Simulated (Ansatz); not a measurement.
# FH₇NSi₂−: geometry optimisation

Aim: relax FH₇NSi₂− at this level.

Computed with Ansatz 0.2.0. Level: RHF/def2-SVPD.

2 further runs of the same task are left out: 2 set aside as unsound or not needed.

### Step 1. The starting structure

11 atoms, charge -1, spin multiplicity 1.

Atoms are counted from 1 here; the program's logs count them from 0.

Bond lengths: F1–Si2 1.802 Å, Si2–N3 1.941 Å, Si2–H5 1.522 Å, Si2–H6 1.523 Å, Si2–H7 1.523 Å, N3–Si4 1.718 Å, N3–H8 1.025 Å, Si4–H9 1.513 Å, Si4–H10 1.523 Å, Si4–H11 1.532 Å. Angles: F1–Si2–N3 174.9°, F1–Si2–H5 89.1°, F1–Si2–H6 90.6°, F1–Si2–H7 89.0°, N3–Si2–H5 88.2°, N3–Si2–H6 94.4°, N3–Si2–H7 89.1°, H5–Si2–H6 117.8°, H5–Si2–H7 125.7°, H6–Si2–H7 116.5°, Si2–N3–Si4 127.2°, Si2–N3–H8 114.5°, Si4–N3–H8 114.5°, N3–Si4–H9 111.3°, N3–Si4–H10 112.1°, N3–Si4–H11 118.4°, H9–Si4–H10 106.9°, H9–Si4–H11 103.9° and more.

As a file:

```xyz
11
charge -1, multiplicity 1
F     0.72790    0.52393   -3.13342
Si    0.05741    0.12442   -1.50930
N    -0.57253   -0.45028    0.23407
Si    0.12010   -0.08057    1.76266
H     1.47756    0.05318   -0.96719
H    -0.65677    1.46811   -1.45454
H    -0.71254   -1.02782   -2.14040
H    -1.56647   -0.69864    0.26640
H     1.61098   -0.33554    1.76544
H    -0.47560   -0.92656    2.88013
H    -0.01014    1.34977    2.29614
```

### Step 2. Relaxation

File input.yaml:

```yaml
crystal:
  periodic: [false, false, false]
  atoms:
    - { symbol: F, position_ang: [0.727897, 0.523933, -3.133422] }
    - { symbol: Si, position_ang: [0.057412, 0.124419, -1.509297] }
    - { symbol: "N", position_ang: [-0.57253, -0.450283, 0.234068] }
    - { symbol: Si, position_ang: [0.120098, -0.08057, 1.762665] }
    - { symbol: H, position_ang: [1.477562, 0.053178, -0.967193] }
    - { symbol: H, position_ang: [-0.656774, 1.46811, -1.454537] }
    - { symbol: H, position_ang: [-0.712542, -1.027819, -2.140399] }
    - { symbol: H, position_ang: [-1.566467, -0.698636, 0.266404] }
    - { symbol: H, position_ang: [1.610984, -0.335537, 1.765443] }
    - { symbol: H, position_ang: [-0.475601, -0.926561, 2.880125] }
    - { symbol: H, position_ang: [-0.010138, 1.349766, 2.296143] }
total_charge: -1
basis:
  gaussian: { orbitals: def2-SVPD }
hamiltonian:
  xc: hf
output:
  forces: true
relax:
  f_tol: 0.003
  max_steps: 120
```

Started as:

```
ansatz run input.yaml --threads 1 --pin off --max-ram 2560MiB --backend cpu --events-out ev --progress --plain --runs-dir out
```

Output, shortened:

```text
Warning: RAYON_NUM_THREADS=1 ignored (pool sized by the plan → 1); use --threads N
[...]
Functional definition: HF
[...]
1490 factors; integrals over basis functions are off by at most 4.9e-4 eV
[...]
mean field -20017.07001046 eV, -735.6137548272 hartree, gradient 1.4e-5 eV, S^2 0.000000; 0 other end points of the search recorded, 0 dependent functions left out
[...]
reference -20017.07001046 eV, -735.6137548272 hartree; 26, 26 occupied and 121, 121 virtual orbitals, 1490 factors
relax step   1: F+E_penalty+E_count = -20017.07001046 eV  Δ(F+E_penalty+E_count) = +0.000e0 eV  max|allowed force component| = 9.435e-1 eV/Å  Δτ_max = 0.0000 Å  (33 SCF iters, accepted)
[...]
relax step   7: F+E_penalty+E_count = -20017.14427515 eV  Δ(F+E_penalty+E_count) = -9.218e-4 eV  max|allowed force component| = 3.788e-2 eV/Å  Δτ_max = 0.0507 Å  (32 SCF iters, accepted)
[...]
relax step  13: F+E_penalty+E_count = -20017.15149291 eV  Δ(F+E_penalty+E_count) = -9.842e-4 eV  max|allowed force component| = 2.049e-2 eV/Å  Δτ_max = 0.0457 Å  (31 SCF iters, accepted)
[...]
relax step  19: F+E_penalty+E_count = -20017.15301619 eV  Δ(F+E_penalty+E_count) = -2.854e-5 eV  max|allowed force component| = 1.053e-2 eV/Å  Δτ_max = 0.0125 Å  (26 SCF iters, accepted)
[...]
relax step  24: F+E_penalty+E_count = -20017.15307741 eV  Δ(F+E_penalty+E_count) = -2.909e-7 eV  max|allowed force component| = 7.949e-3 eV/Å  Δτ_max = 0.0013 Å  (21 SCF iters, accepted)
[...]
relax step  25: F+E_penalty+E_count = -20017.15307975 eV  Δ(F+E_penalty+E_count) = -2.335e-6 eV  max|allowed force component| = 1.784e-3 eV/Å  Δτ_max = 0.0004 Å  (21 SCF iters, accepted)
1490 factors; integrals over basis functions are off by at most 4.1e-4 eV
mean field -20017.15307975 eV, -735.6168075671 hartree, gradient 4.5e-5 eV, S^2 0.000000; 1 other end points of the search recorded, 0 dependent functions left out
[...]
reference -20017.15307975 eV, -735.6168075671 hartree; 26, 26 occupied and 121, 121 virtual orbitals, 1490 factors
Total energy: -20017.15307975 eV, -735.6168075671 hartree
Atom 0 at     0.689701     0.640755    -3.063801 Å, force    -0.000027    -0.000138    -0.000228 eV/Å
Atom 1 at     0.012721     0.188659    -1.497154 Å, force    -0.000297    -0.000316     0.001465 eV/Å
Atom 2 at    -0.629902    -0.272385     0.253361 Å, force     0.001784     0.000965    -0.001606 eV/Å
Atom 3 at     0.170875    -0.147810     1.739462 Å, force     0.000550    -0.000337     0.000664 eV/Å
Atom 4 at     1.307909     0.608607    -0.861745 Å, force    -0.000047     0.000086     0.000211 eV/Å
Atom 5 at    -1.108926     1.158957    -1.715633 Å, force    -0.000093     0.000119    -0.000156 eV/Å
Atom 6 at    -0.199598    -1.205765    -2.004894 Å, force    -0.000105    -0.000229    -0.000348 eV/Å
Atom 7 at    -1.562711    -0.636253     0.293879 Å, force    -0.001183    -0.000358     0.000390 eV/Å
Atom 8 at     1.430559    -0.951880     1.864081 Å, force    -0.000329     0.000155    -0.000189 eV/Å
Atom 9 at    -0.707694    -0.619031     2.863650 Å, force     0.000157     0.000198    -0.000354 eV/Å
Atom 10 at     0.596969     1.236146     2.128794 Å, force    -0.000409    -0.000147     0.000150 eV/Å
Dipole moment:    -0.280109    -0.199673     0.750560 e Å
```

Wall time 3.5 min (1 thread of Arm Neoverse N1, shared host); peak memory 0.34 GiB.

Step by step:

```tsv
step	energy from step 1 (eV)	largest force component (eV/Å)
1	0.0000	0.9435
2	-0.0602	0.2550
3	-0.0680	0.1767
4	-0.0705	0.1056
5	-0.0713	0.1257
6	-0.0733	0.0464
7	-0.0743	0.0379
8	-0.0750	0.0857
9	-0.0761	0.0544
10	-0.0783	0.0484
11	-0.0798	0.0863
12	-0.0805	0.0554
13	-0.0815	0.0205
14	-0.0821	0.0452
15	-0.0825	0.0305
16	-0.0828	0.0135
17	-0.0829	0.0138
18	-0.0830	0.0090
19	-0.0830	0.0105
20	-0.0830	0.0076
21	-0.0831	0.0055
22	-0.0831	0.0053
23	-0.0831	0.0040
24	-0.0831	0.0079
25	-0.0831	0.0018
```

Distances of close pairs at the start and the end, largest changes first:

```tsv
bond	before (Å)	after (Å)	change (Å)
F1–Si2	1.802	1.766	-0.036
Si4–H11	1.532	1.499	-0.033
N3–Si4	1.718	1.693	-0.026
Si2–H7	1.523	1.499	-0.024
Si2–H6	1.523	1.499	-0.024
N3–H8	1.025	1.002	-0.023
Si4–H10	1.523	1.503	-0.020
Si2–N3	1.941	1.921	-0.020
```

### Step 3. What came out

| quantity | value |
| --- | --- |
| energy gained | 0.0831 eV |
| root mean square move | 0.435 Å |

What this shows: Bond lengths: F1–Si2 1.766 Å, Si2–N3 1.921 Å, Si2–H5 1.503 Å, Si2–H6 1.499 Å, Si2–H7 1.499 Å, N3–Si4 1.693 Å, N3–H8 1.002 Å, Si4–H9 1.500 Å, Si4–H10 1.503 Å, Si4–H11 1.499 Å. Angles: F1–Si2–N3 176.7°, F1–Si2–H5 88.5°, F1–Si2–H6 89.5°, F1–Si2–H7 89.5°, N3–Si2–H5 88.3°, N3–Si2–H6 92.2°, N3–Si2–H7 92.2°, H5–Si2–H6 121.7°, H5–Si2–H7 121.7°, H6–Si2–H7 116.5°, Si2–N3–Si4 128.6°, Si2–N3–H8 115.8°, Si4–N3–H8 115.6°, N3–Si4–H9 115.5°, N3–Si4–H10 110.9°, N3–Si4–H11 115.5°, H9–Si4–H10 105.1°, H9–Si4–H11 103.6° and more. No frequencies were computed here.
